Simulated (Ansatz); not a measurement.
**BNCl2: a short molecular-dynamics run**

A trajectory of BNCl2, a randomly packed cell with 12 atoms that was not relaxed first: 40 steps of 0.5 fs under a Langevin thermostat at 1200 K.

All numbers below are computed with Ansatz 0.2.0 (DFT PBE, plane waves, PAW, scalar-relativistic, no spin polarisation).

**1. The structure to begin with**

The cell holds 12 atoms (B3Cl6N3): a = 6.129 Å, b = 6.252 Å, c = 7.221 Å, α = 94.18°, β = 99.28°, γ = 103.37°.

Structure file:

```xyz
12
Lattice="6.0237 -0.9483 -0.6182 -0.5550 6.2000 -0.5841 -0.4273 0.1097 7.2076" Properties=species:S:1:pos:R:3 pbc="T T T"
Cl    2.8785    1.2800    4.3182
Cl    0.6879    5.6877    5.5476
Cl    5.1323    1.0343   -0.5029
N     2.8170   -0.0678    1.3822
N     4.5482    1.5863    2.1398
N     2.5350    2.0027   -0.3351
Cl    0.3051    2.7640    4.8635
Cl    0.0066    4.8730    2.7050
Cl    2.6376    3.5822    1.9445
B     4.1101    5.2255    3.7974
B     0.8293    1.3675    2.3196
B     4.4971    3.9530   -0.3574
```

**2. Dynamics**

The input, input.yaml:

```yaml
crystal:
  lattice:
    - [6.023733, -0.948299, -0.618162]
    - [-0.555026, 6.200032, -0.584128]
    - [-0.427315, 0.10973, 7.207646]
  atoms:
    - { symbol: Cl, position: [0.551019, 0.278885, 0.668973] }
    - { symbol: Cl, position: [0.262628, 0.942157, 0.868564] }
    - { symbol: Cl, position: [0.881916, 0.30118, 0.030272] }
    - { symbol: "N", position: [0.490094, 0.059798, 0.238648] }
    - { symbol: "N", position: [0.817688, 0.373887, 0.397313] }
    - { symbol: "N", position: [0.458775, 0.392746, 0.024678] }
    - { symbol: Cl, position: [0.143937, 0.455002, 0.723995] }
    - { symbol: Cl, position: [0.106111, 0.794251, 0.448764] }
    - { symbol: Cl, position: [0.523958, 0.651409, 0.367513] }
    - { symbol: B, position: [0.818254, 0.956032, 0.674518] }
    - { symbol: B, position: [0.185374, 0.242593, 0.357387] }
    - { symbol: B, position: [0.822644, 0.761944, 0.082722] }
kpoints:
  mp_grid: { grid: [3, 3, 2] }
magnetization:
  spin_polarized: false
scf:
  occupations: { method: fermi_dirac, width: 0.1 }
hamiltonian:
  pseudopotentials: { kind: paw }
  xc: pbe
basis:
  ecutwfc: 420
md:
  timestep: 0.5
  n_steps: 40
  ensemble: nvt_langevin
  temperature: 1200.0
  initial_velocities: maxwell_boltzmann
  seed: 67858
```

Started as:

```bash
$ ansatz run input.yaml --threads 2 --pin off --max-ram 2560MiB --backend cpu --events-out ev --progress --plain --runs-dir out
```

Log (excerpt; [...] marks lines left out):

```text
Warning: md: disabling space-group detection — thermal motion breaks the input geometry's symmetry, so no spatial operation reduces the k-mesh or symmetrises the density; time reversal is kept, so that k and −k are solved as one point where they differ and the mesh holds both, and exact [...]
Warning: RAYON_NUM_THREADS=2 ignored (pool sized by the plan → 2); use --threads N
[...]
Pseudopotentials: kind: paw
Pseudopotential: Cl, paw, valence charge 7, recommended cutoff 420 eV (normal), Cl.paw.azcp
Pseudopotential: N, paw, valence charge 5, recommended cutoff 420 eV (normal), N.paw.azcp
Pseudopotential: B, paw, valence charge 3, recommended cutoff 420 eV (normal), B.paw.azcp
Functional definition: PBE
[...]
Crystal: 12 atoms, lattice volume = 263.942 Å³
Basis set: ecut = 420 eV, 5151 PW (Γ), exchange–correlation on 90×90×100 points (8 copies of the dense FFT grid, shifted against one another)
Bands: 45, of which v1, the nominal top of the filled ones, is band 33 counted from 1 (32 counted from 0)
Symmetry: 1 space group operations
k-points: 10 of 18 (time reversal used)
[...]
SCF iter   1: F=—  HF=-8066.273285 eV  |F-HF|=—  |Δ(HF+E_count)|=         —  Δρ=7.78e-3  dr2=2.02e-1  ethr=1.77e-3  ⟨swp⟩=8.0  Hψ=1558  notcnv=0
[...]
md step     0: t =     0.00 fs  T =  1100.0 K  F+E_penalty+E_count = -8066.26000538 eV  E_kin = 1.706232 eV  (9 SCF iters)
[...]
md step    10: t =     5.00 fs  T =  1069.5 K  F+E_penalty+E_count = -8066.32830134 eV  E_kin = 1.658850 eV  (7 SCF iters)
[...]
md step    20: t =    10.00 fs  T =  1394.0 K  F+E_penalty+E_count = -8066.75681096 eV  E_kin = 2.162330 eV  (7 SCF iters)
[...]
md step    30: t =    15.00 fs  T =  1940.4 K  F+E_penalty+E_count = -8067.80580261 eV  E_kin = 3.009864 eV  (8 SCF iters)
[...]
md step    39: t =    19.50 fs  T =  3220.3 K  F+E_penalty+E_count = -8069.78837957 eV  E_kin = 4.995114 eV  (5 SCF iters)
[...]
md step    40: t =    20.00 fs  T =  3422.5 K  F+E_penalty+E_count = -8070.11358054 eV  E_kin = 5.308756 eV  (8 SCF iters)
SCF converged after 8 iterations
Free energy (F): -8070.113581 eV
[...]
E sigma→0 (E₀):  -8069.967622 eV
Entropy (-TS):   -0.291917 eV (-24.326 meV/atom)
Fermi energy:    1.141507 eV
[...]
--- Forces (eV/Å), atoms counted from 1 ---
  atom   1  Cl     1.02007023    -0.70708100    -0.87026599
  atom   2  Cl     0.15247009     0.70646375     1.42109493
  atom   3  Cl     1.19593183     0.21860679     1.24349011
  atom   4  N     -1.25646074     4.80653805    -2.95050732
  atom   5  N      1.19091246    -1.04351352    -0.16960767
  atom   6  N      0.41053210    -5.40743599     2.91039617
  atom   7  Cl    -0.83711857     0.18340423    -0.57264853
  atom   8  Cl    -1.31558522     0.45226697    -1.60242431
[...]
--- MD trajectory: 40 steps, t = 0.0 → 20.0 fs ---
  final state: T = 3422.5 K   F+E_penalty+E_count = -8070.11358054 eV   E_kin = 5.308756 eV
```

Run time: 1.8 min. Hardware: 2 threads of AMD EPYC 7R13 (Zen 3), shared host; peak memory 0.64 GiB.

**3. What the atoms did**

The trajectory, every 3 steps (energies from step 0); msd is the mean square displacement from the start, the centre of mass held:

```tsv
time (fs)	T (K)	potential energy change (meV/atom)	msd B (Å²)	msd N (Å²)	msd Cl (Å²)
0.0	1100	0.0	0.000	0.000	0.000
1.5	1112	1.6	0.001	0.001	0.000
3.0	1156	0.1	0.003	0.002	0.001
4.5	1101	-3.9	0.006	0.005	0.001
6.0	1044	-10.1	0.011	0.009	0.002
7.5	1183	-19.2	0.018	0.013	0.003
9.0	1362	-31.0	0.027	0.020	0.004
10.5	1385	-47.2	0.038	0.028	0.006
12.0	1569	-68.2	0.051	0.039	0.007
13.5	1731	-95.2	0.066	0.053	0.009
15.0	1940	-128.8	0.084	0.071	0.011
16.5	2289	-170.6	0.104	0.094	0.013
18.0	2686	-224.6	0.126	0.123	0.016
19.5	3220	-294.0	0.151	0.161	0.019
20.0	3423	-321.1	0.160	0.176	0.021
```

time (fs), T (K) and a bar:
```
      0.0       1100 #
      1.0       1099 #
      1.5       1112 #
      2.5       1115 #
      3.5       1092 #
      4.5       1101 #
      5.0       1069 
      6.0       1044 
      7.0       1185 ##
      8.0       1149 #
      8.5       1228 ##
      9.5       1404 #####
     10.5       1385 ####
     11.5       1517 ######
     12.0       1569 #######
     13.0       1709 ########
     14.0       1822 ##########
     15.0       1940 ###########
     15.5       2000 ############
     16.5       2289 ################
     17.5       2618 ####################
     18.5       2945 ########################
     19.0       3087 ##########################
     20.0       3423 ##############################
```

Pair distribution over the second half of the run:

```tsv
r (Å)	g Cl–Cl	g Cl–N	g Cl–B
0.68	0.00	0.00	0.00
0.84	0.00	0.00	0.00
1.00	0.00	0.00	0.00
1.16	0.00	0.00	0.00
1.32	0.00	0.00	0.00
1.48	0.00	0.00	0.00
1.64	0.00	0.00	0.00
1.80	0.00	0.00	0.00
1.96	0.00	0.00	0.00
2.12	0.00	0.00	0.00
2.28	0.00	0.03	0.06
2.44	0.00	0.73	0.77
2.60	0.00	3.04	2.23
2.76	0.21	4.78	2.45
```

**4. Snapshots as a file**

Positions (Å) and forces (eV/Å):

```xyz
12
Lattice="6.024 -0.948 -0.618 -0.555 6.200 -0.584 -0.427 0.110 7.208" Properties=species:S:1:pos:R:3:forces:R:3 pbc="T T T" time_fs=2.5 T=1115 dE=0.0123
Cl    2.870    1.274    4.328    0.591   -0.155   -0.736
Cl    0.702    5.698    5.541   -0.002    0.331    1.075
Cl    5.128    1.027   -0.490    0.050    0.405    1.087
N     2.829   -0.071    1.338   -0.274    2.019   -0.256
N     4.572    1.615    2.149   -0.324   -1.239   -0.064
N     2.538    1.977   -0.316    0.284   -0.877   -0.139
Cl    0.302    2.763    4.879   -0.068   -0.399    0.142
Cl    0.017    4.884    2.677   -1.085    0.718   -0.897
Cl    2.634    3.578    1.948    0.434   -0.170   -0.683
B     4.055    5.224    3.783    0.158    0.149   -0.260
B     0.814    1.382    2.276    0.295   -0.167   -0.011
B     4.499    3.935   -0.338   -0.058   -0.614    0.740
12
Lattice="6.024 -0.948 -0.618 -0.555 6.200 -0.584 -0.427 0.110 7.208" Properties=species:S:1:pos:R:3:forces:R:3 pbc="T T T" time_fs=5.0 T=1069 dE=-0.0683
Cl    2.863    1.268    4.335    0.671   -0.218   -0.739
Cl    0.711    5.709    5.537    0.069    0.327    1.142
Cl    5.123    1.019   -0.473    0.136    0.380    1.094
N     2.848   -0.065    1.289   -0.375    2.124   -0.477
N     4.591    1.636    2.157   -0.114   -1.148    0.020
N     2.540    1.948   -0.301    0.262   -1.142    0.049
Cl    0.300    2.767    4.889   -0.164   -0.332    0.061
Cl    0.027    4.893    2.646   -1.123    0.643   -0.970
Cl    2.630    3.574    1.949    0.462   -0.203   -0.626
B     4.003    5.229    3.772   -0.001    0.227   -0.276
B     0.806    1.396    2.235    0.171   -0.083   -0.085
B     4.512    3.917   -0.312    0.005   -0.576    0.808
12
Lattice="6.024 -0.948 -0.618 -0.555 6.200 -0.584 -0.427 0.110 7.208" Properties=species:S:1:pos:R:3:forces:R:3 pbc="T T T" time_fs=7.5 T=1183 dE=-0.2306
Cl    2.858    1.258    4.339    0.740   -0.289   -0.748
Cl    0.718    5.721    5.532    0.130    0.348    1.208
Cl    5.120    1.012   -0.457    0.225    0.370    1.108
N     2.871   -0.057    1.243   -0.445    2.289   -0.688
N     4.612    1.646    2.160    0.080   -1.100    0.069
N     2.537    1.911   -0.285    0.225   -1.480    0.268
Cl    0.298    2.769    4.895   -0.268   -0.260   -0.032
Cl    0.033    4.907    2.617   -1.155    0.587   -1.064
Cl    2.628    3.569    1.951    0.469   -0.232   -0.568
B     3.949    5.235    3.762   -0.150    0.299   -0.297
B     0.805    1.410    2.196    0.054   -0.001   -0.141
B     4.535    3.893   -0.286    0.094   -0.529    0.885
12
Lattice="6.024 -0.948 -0.618 -0.555 6.200 -0.584 -0.427 0.110 7.208" Properties=species:S:1:pos:R:3:forces:R:3 pbc="T T T" time_fs=10.0 T=1394 dE=-0.4968
Cl    2.852    1.247    4.342    0.798   -0.359   -0.769
Cl    0.729    5.732    5.533    0.186    0.388    1.277
Cl    5.116    1.008   -0.439    0.321    0.370    1.126
N     2.898   -0.043    1.194   -0.514    2.518   -0.917
N     4.635    1.648    2.162    0.267   -1.081    0.082
N     2.535    1.868   -0.266    0.190   -1.903    0.531
Cl    0.296    2.773    4.902   -0.374   -0.177   -0.125
Cl    0.036    4.922    2.586   -1.194    0.546   -1.164
Cl    2.628    3.569    1.952    0.471   -0.250   -0.492
B     3.893    5.231    3.752   -0.287    0.340   -0.336
B     0.809    1.425    2.154   -0.062    0.079   -0.189
B     4.566    3.869   -0.256    0.198   -0.470    0.975
12
Lattice="6.024 -0.948 -0.618 -0.555 6.200 -0.584 -0.427 0.110 7.208" Properties=species:S:1:pos:R:3:forces:R:3 pbc="T T T" time_fs=12.5 T=1654 dE=-0.9183
Cl    2.849    1.238    4.343    0.850   -0.434   -0.789
Cl    0.739    5.741    5.533    0.236    0.469    1.350
Cl    5.113    1.007   -0.419    0.449    0.363    1.144
N     2.924   -0.017    1.141   -0.614    2.838   -1.214
N     4.662    1.648    2.165    0.486   -1.063    0.083
N     2.528    1.810   -0.245    0.162   -2.468    0.876
Cl    0.297    2.778    4.907   -0.491   -0.091   -0.228
Cl    0.039    4.937    2.558   -1.231    0.502   -1.266
Cl    2.631    3.572    1.948    0.466   -0.274   -0.418
B     3.841    5.230    3.738   -0.404    0.377   -0.371
B     0.811    1.447    2.110   -0.207    0.187   -0.246
B     4.595    3.843   -0.219    0.299   -0.404    1.078
12
Lattice="6.024 -0.948 -0.618 -0.555 6.200 -0.584 -0.427 0.110 7.208" Properties=species:S:1:pos:R:3:forces:R:3 pbc="T T T" time_fs=15.0 T=1940 dE=-1.5458
Cl    2.844    1.228    4.340    0.901   -0.508   -0.811
Cl    0.749    5.753    5.534    0.269    0.587    1.423
Cl    5.110    1.006   -0.397    0.618    0.340    1.163
N     2.945    0.018    1.085   -0.745    3.275   -1.590
N     4.691    1.645    2.163    0.710   -1.063    0.028
N     2.515    1.736   -0.220    0.146   -3.216    1.318
Cl    0.300    2.780    4.910   -0.609    0.005   -0.323
Cl    0.037    4.954    2.531   -1.269    0.467   -1.375
Cl    2.635    3.573    1.941    0.449   -0.296   -0.340
B     3.788    5.224    3.727   -0.499    0.411   -0.399
B     0.811    1.476    2.068   -0.369    0.310   -0.291
B     4.620    3.823   -0.169    0.399   -0.313    1.198
12
Lattice="6.024 -0.948 -0.618 -0.555 6.200 -0.584 -0.427 0.110 7.208" Properties=species:S:1:pos:R:3:forces:R:3 pbc="T T T" time_fs=17.5 T=2618 dE=-2.4599
Cl    2.838    1.214    4.335    0.947   -0.594   -0.828
Cl    0.761    5.764    5.537    0.262    0.700    1.478
Cl    5.112    1.008   -0.373    0.853    0.301    1.200
N     2.966    0.064    1.025   -0.944    3.883   -2.131
N     4.728    1.637    2.159    0.949   -1.073   -0.081
N     2.505    1.648   -0.192    0.189   -4.170    1.939
Cl    0.298    2.777    4.913   -0.727    0.103   -0.428
Cl    0.033    4.973    2.503   -1.301    0.452   -1.484
Cl    2.638    3.571    1.932    0.420   -0.319   -0.264
B     3.733    5.223    3.718   -0.584    0.470   -0.409
B     0.812    1.501    2.032   -0.554    0.460   -0.307
B     4.645    3.809   -0.112    0.489   -0.212    1.315
12
Lattice="6.024 -0.948 -0.618 -0.555 6.200 -0.584 -0.427 0.110 7.208" Properties=species:S:1:pos:R:3:forces:R:3 pbc="T T T" time_fs=20.0 T=3423 dE=-3.8536
Cl    2.832    1.194    4.324    1.020   -0.707   -0.870
Cl    0.776    5.778    5.541    0.152    0.706    1.421
Cl    5.114    1.012   -0.345    1.196    0.219    1.243
N     2.985    0.128    0.960   -1.256    4.807   -2.951
N     4.773    1.617    2.157    1.191   -1.044   -0.170
N     2.500    1.541   -0.157    0.411   -5.407    2.910
Cl    0.292    2.779    4.913   -0.837    0.183   -0.573
Cl    0.028    4.994    2.474   -1.316    0.452   -1.602
Cl    2.639    3.566    1.919    0.359   -0.343   -0.195
B     3.679    5.230    3.710   -0.665    0.571   -0.395
B     0.812    1.524    1.991   -0.823    0.667   -0.246
B     4.673    3.797   -0.051    0.570   -0.104    1.427
```

**5. What came out**

```
                             quantity                             value
                               length                40 steps of 0.5 fs
     temperature, first and last step                   1100 and 3423 K
             temperature, second half  mean 2139 K, from 1385 to 3423 K
        potential energy, second half      -147 meV/atom from the start
mean square displacement, second half     B 0.089, N 0.082, Cl 0.012 Å²
```

What this shows: Against a set 1200 K the second half averages 2139 K, going from 1394 to 3423 K over that half; the potential energy of that half lies 147 meV/atom under the start, so the atoms have moved to lower-lying arrangements, and the energy set free heats the cell. Over the second half B atoms stand 0.3 Å (root mean square) from where they began, and the farthest move is 0.5 Å. A run of 20 fs with 12 atoms shows the motion but fixes no equilibrium value.
